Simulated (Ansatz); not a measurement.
# C6H5F3Ge: small, medium and large basis sets

The task here is to estimate one member of a computed series from the others.

Program: Ansatz 0.2.0, Gaussian basis. Level of theory: one geometry, several basis sets. These are calculated values, not measurements.

Levels to be run: PBE0-D4/def2-SVP; ωB97M-V/def2-SVP; PBE0-D4/def2-QZVPP; ωB97M-V/def2-QZVPP; the functionals' def2-TZVPP values are taken from earlier runs.

**The geometry**

All runs share one geometry, relaxed beforehand with PBE0-D4 in a triple-zeta def2 set.

15 atoms, charge 0, spin multiplicity 1.

Atoms are counted from 1 here; the program's logs count them from 0.

Bond lengths: F1–Ge2 1.714 Å, Ge2–F3 1.714 Å, Ge2–F4 1.714 Å, Ge2–C5 1.905 Å, C5–C6 1.392 Å, C5–C10 1.392 Å, C6–C7 1.386 Å, C6–H11 1.084 Å, C7–C8 1.387 Å, C7–H12 1.084 Å, C8–C9 1.387 Å, C8–H13 1.084 Å, C9–C10 1.386 Å, C9–H14 1.084 Å, C10–H15 1.084 Å. Angles: F1–Ge2–F3 104.5°, F1–Ge2–F4 107.0°, F1–Ge2–C5 112.5°, F3–Ge2–F4 104.5°, F3–Ge2–C5 115.2°, F4–Ge2–C5 112.4°, Ge2–C5–C6 119.8°, Ge2–C5–C10 119.9°, C6–C5–C10 120.3°, C5–C6–C7 119.7°, C5–C6–H11 120.5°, C7–C6–H11 119.9°, C6–C7–C8 120.0°, C6–C7–H12 119.8°, C8–C7–H12 120.2°, C7–C8–C9 120.3°, C7–C8–H13 119.8°, C9–C8–H13 119.8° and more.

The first run:

Contents of in.yaml:

```yaml
crystal:
  periodic: [false, false, false]
  atoms:
    - {symbol: F, position_ang: [-0.996814, -3.134915, -1.145986]}
    - {symbol: Ge, position_ang: [0.418978, -2.175084, -1.034671]}
    - {symbol: F, position_ang: [1.545387, -3.168590, -0.209468]}
    - {symbol: F, position_ang: [1.054034, -2.030644, -2.620245]}
    - {symbol: C, position_ang: [0.089446, -0.480851, -0.227393]}
    - {symbol: C, position_ang: [0.857510, 0.621733, -0.592554]}
    - {symbol: C, position_ang: [0.620768, 1.850466, 0.002781]}
    - {symbol: C, position_ang: [-0.378510, 1.978208, 0.956496]}
    - {symbol: C, position_ang: [-1.147315, 0.881209, 1.317171]}
    - {symbol: C, position_ang: [-0.916782, -0.350802, 0.726353]}
    - {symbol: H, position_ang: [1.633163, 0.526710, -1.344180]}
    - {symbol: H, position_ang: [1.216031, 2.710320, -0.280825]}
    - {symbol: H, position_ang: [-0.561852, 2.940845, 1.419759]}
    - {symbol: H, position_ang: [-1.930743, 0.985264, 2.058479]}
    - {symbol: H, position_ang: [-1.525101, -1.204468, 1.003585]}
basis:
  gaussian: {orbitals: def2-SVP}
hamiltonian: {xc: pbe0, dispersion: d4}
output: {orbitals: {seedname: orbitals}}
```

Command:

```console
ansatz run in.yaml --threads 4 --pin off --events-out ev --progress --plain --max-ram 66560MiB --backend cpu
```

Among the steps run: PBE0-D4 in def2-SVP; ωB97M-V in def2-SVP; PBE0-D4 in def2-QZVPP; ωB97M-V in def2-QZVPP.

One of the session's tables, all rows but one given; the rest of the session is left out.

| functional | basis | HOMO (eV) |
| --- | --- | --- |
| PBE0-D4 | def2-SVP | -8.14 |
| PBE0-D4 | def2-TZVPP | ? |
| PBE0-D4 | def2-QZVPP | -8.17 |
| ωB97M-V | def2-SVP | -10.22 |
| ωB97M-V | def2-TZVPP | -10.23 |
| ωB97M-V | def2-QZVPP | -10.25 |

Estimate the missing values for PBE0-D4, def2-TZVPP.

**Answer.** HOMO (eV): -8.15. In the column «HOMO (eV)» it lies between PBE0-D4, def2-QZVPP (-8.17) and PBE0-D4, def2-SVP (-8.14).
